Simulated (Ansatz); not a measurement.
**CH₅AlGaNO: a ladder of functionals and wavefunction methods**

An exercise on one series of results from a longer session: the logs are not shown, and one member is left open.

Program: Ansatz 0.2.0, Gaussian basis. Level of theory: functionals in def2-TZVPP, the program's frozen cores in correlated methods. These are calculated values, not measurements.

Plan: LDA (SPW92), PBE-D4, revPBE-D4, BLYP-D4, r2SCAN-D4, B97M-V, PBE0-D4, B3LYP-D4, r2SCANh-D4, r2SCAN0-D4, HSE06-D4, BHLYP-D4, CAM-B3LYP-D4, LC-ωPBE, ωB97X-V, ωB97M-V, B2PLYP, PBE-QIDH; CCSD(T)/def2-SVP; CCSD(T)/def2-TZVPP; MP2/def2-QZVPP; extrapolation to the limit; RPA on PBE.

**Structure used throughout**

An earlier PBE0-D4 in a triple-zeta def2 set relaxation fixed the geometry.

SMILES `[NH2][Ga]1[CH2][Al]1[OH]`, 10 atoms, charge 0, spin multiplicity 1.

Atoms are counted from 1 here; the program's logs count them from 0.

Bond lengths: N1–Ga2 1.812 Å, N1–H6 1.007 Å, N1–H7 1.006 Å, Ga2–C3 2.072 Å, Ga2–Al4 2.395 Å, C3–Al4 1.919 Å, C3–H8 1.110 Å, C3–H9 1.091 Å, Al4–O5 1.692 Å, O5–H10 0.956 Å. Angles: Ga2–N1–H6 123.3°, Ga2–N1–H7 124.3°, H6–N1–H7 112.2°, N1–Ga2–C3 128.6°, N1–Ga2–Al4 172.3°, C3–Ga2–Al4 50.2°, Ga2–C3–Al4 73.6°, Ga2–C3–H8 95.6°, Ga2–C3–H9 132.3°, Al4–C3–H8 103.2°, Al4–C3–H9 134.7°, H8–C3–H9 108.6°, Ga2–Al4–C3 56.1°, Ga2–Al4–O5 156.7°, C3–Al4–O5 140.0°, Al4–O5–H10 124.3°.

As a file:

```tsv
atom	x (Å)	y (Å)	z (Å)
N1	-2.6150	0.1784	-0.0999
Ga2	-0.8258	0.0504	-0.3595
C3	0.6270	-0.6081	0.9626
Al4	1.5607	0.1514	-0.5316
O5	3.0637	0.8294	-0.9129
H6	-3.0677	-0.0743	0.7635
H7	-3.2752	0.4240	-0.8177
H8	0.5435	-1.6811	0.6905
H9	0.7224	-0.5300	2.0471
H10	3.2664	1.2599	-1.7421
```

Set-up of the first run:

File in.yaml:

```yaml
crystal:
  periodic: [false, false, false]
  atoms:
    - {symbol: N, position_ang: [-2.614957, 0.178436, -0.099925]}
    - {symbol: Ga, position_ang: [-0.825766, 0.050405, -0.359507]}
    - {symbol: C, position_ang: [0.626967, -0.608059, 0.962568]}
    - {symbol: Al, position_ang: [1.560667, 0.151446, -0.531575]}
    - {symbol: O, position_ang: [3.063662, 0.829353, -0.912873]}
    - {symbol: H, position_ang: [-3.067654, -0.074347, 0.763550]}
    - {symbol: H, position_ang: [-3.275167, 0.423987, -0.817743]}
    - {symbol: H, position_ang: [0.543546, -1.681147, 0.690501]}
    - {symbol: H, position_ang: [0.722351, -0.529991, 2.047074]}
    - {symbol: H, position_ang: [3.266361, 1.259918, -1.742069]}
basis:
  gaussian: {orbitals: def2-TZVPP}
hamiltonian: {xc: lda}
output: {orbitals: {seedname: orbitals}}
```

Command:

```bash
$ ansatz run in.yaml --threads 4 --pin off --events-out ev --progress --plain --max-ram 10444MiB
```

Among the steps run: LDA; PBE-D4 (GGA); revPBE-D4 (GGA); BLYP-D4 (GGA); r2SCAN-D4 (meta-GGA); B97M-V (meta-GGA); PBE0-D4 (hybrid); B3LYP-D4 (hybrid); r2SCANh-D4 (hybrid); r2SCAN0-D4 (hybrid); HSE06-D4 (hybrid); BHLYP-D4 (hybrid); CAM-B3LYP-D4 (range-separated); LC-ωPBE (range-separated); ωB97X-V (range-separated); ωB97M-V (range-separated); B2PLYP (double hybrid); PBE-QIDH (double hybrid).

One table of the session follows, with a row left open; its other results are not shown here.

It belongs to the step «Orbital energies across the functionals». 

```
  functional  HOMO (eV)  LUMO (eV)  gap (eV)
 LDA (SPW92)      -4.86      -2.34      2.52
      PBE-D4          ?          ?         ?
   revPBE-D4      -4.66      -2.05      2.61
     BLYP-D4      -4.59      -1.99      2.60
   r2SCAN-D4      -4.90      -2.01      2.89
      B97M-V      -4.89      -2.01      2.88
     PBE0-D4      -5.65      -1.43      4.21
    B3LYP-D4      -5.49      -1.59      3.90
  r2SCANh-D4      -5.24      -1.75      3.49
  r2SCAN0-D4      -5.76      -1.37      4.39
    HSE06-D4      -5.26      -1.80      3.46
    BHLYP-D4      -6.46      -0.63      5.83
CAM-B3LYP-D4      -6.82      -0.44      6.38
     LC-ωPBE      -7.96       0.56      8.52
     ωB97X-V      -7.71       0.48      8.19
     ωB97M-V      -7.58       0.29      7.87
```

Q: Estimate the row for PBE-D4 from the others.

As computed: HOMO (eV): -4.72; LUMO (eV): -2.14; gap (eV): 2.59. In the column «HOMO (eV)» it lies between LDA (SPW92) (-4.86) and revPBE-D4 (-4.66).
